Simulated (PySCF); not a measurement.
# Li₂O₄: geometry, coupled-cluster ionisations and excitations

Wanted: the coupled-cluster ionisations and excitations of Li₂O₄ (`[Li+].[Li+].[O][O-].[O][O-]`), by calculation.

Programs: PySCF 2.14.0, with density-fitted response routines of our own. Each step states its level of theory. These are calculated values for one molecule in the gas phase, unless marked as measured. Atoms are numbered from 0 throughout.

## (1) The molecule as given

6 atoms, charge 0, multiplicity 1; geometry from: GFN2-xTB.

Bonds of the start (Å): O2–O3 1.34, O4–O5 1.34.

## (2) Relaxing the molecule at PBE0-D3(BJ)/def2-TZVP

The job: settings as JSON, then the geometry in Å.

```
{"job": {"xc": "PBE0", "basis": "def2-TZVP", "d3": "d3bj", "grid": 2, "kind": "geom"}, "charge": 0, "multiplicity": 1}
Li     1.070220    -0.357330     0.805110
Li    -1.168800     0.545050    -0.508010
O     -0.751650    -0.578800     0.883720
O     -0.297900    -1.115580    -0.258690
O      0.678110     0.391620    -0.887130
O      0.414210     1.221330     0.133200
```

**Question.** This job is followed by: EOM-CCSD/aug-cc-pVDZ, vertical, frozen core, gas phase. What will the session give for the following? point group; rotational constants (main isotopes); correlation energy, MP2 and CCSD; T1 diagnostic; first ionisation (EOM-IP-CCSD); lowest singlet (EOM-EE-CCSD).

The runs gave:

```
                            quantity                 value
                         point group                   D2h
rotational constants (main isotopes)  9.35, 4.73, 4.63 GHz
    correlation energy, MP2 and CCSD     -26.35, -25.01 eV
                       T1 diagnostic                0.0170
      first ionisation (EOM-IP-CCSD)               8.12 eV
        lowest singlet (EOM-EE-CCSD)               1.37 eV
```

In words: Over 14 steps the energy fell by 0.153 eV; of the close pairs, Li0–O5 changed most, 1.837 to 1.886 Å. The structure rearranged or came apart on optimisation; the results belong to the end geometry, not to the formula as drawn. MP2 recovers 105 % of the CCSD correlation energy. For the hole of the first ionisation, Koopmans' theorem lies 2.69 eV above EOM-IP-CCSD, and it orders the states differently.
